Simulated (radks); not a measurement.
**Shell filling in a parabolic well with ω = 0.802 hartree*, with a point charge of +1 at the centre, N = 13 to 16**

Which level does each new electron take in a parabolic well with ω = 0.802 hartree*, with a point charge of +1 at the centre, and at which counts is the dot hardest to charge further? Each count tries a few candidate levels and keeps the lowest.

The numbers are computed with radks (version 2): non-relativistic spin-polarised Kohn-Sham, LDA (Slater exchange, Perdew-Wang correlation), spherically averaged shells.

### Step 1. What is given

| Item | Value |
| --- | --- |
| well | a parabolic well with ω = 0.802 hartree*, with a point charge of +1 at the centre |
| functional | LDA (Slater exchange, Perdew-Wang correlation) |
| levels | named by radial order: 1s, 1p, 1d, 2s, 1f and so on |
| units | effective atomic units, hartree* and bohr* |
| configuration carried in | 1s2 1p6 1d(up 2, down 0) 2s2 (N = 12, energy 46.605902) |

Further steps of the session: N = 13; N = 14; N = 15; 16 electrons.

Q: Predict the outcome of this session. Wanted: closed shells at N; largest addition energy; most unpaired electrons; configuration at N = 16.

As calculated:

```
               quantity                                       value
     closed shells at N                          none in this range
largest addition energy  0.393 hartree* at N = 15 (of N = 13 to 15)
most unpaired electrons                                 5 at N = 15
configuration at N = 16                1s2 1p6 1d(up 5, down 1) 2s2
```

What this shows: No closed-shell configuration falls in this range; the second difference peaks at N = 15, where a shell is half full. The largest moment in range is 5, first at N = 15: exchange favours parallel spins in open shells. The model keeps every shell spherical, so real clusters and dots, which can deform, may order levels otherwise.
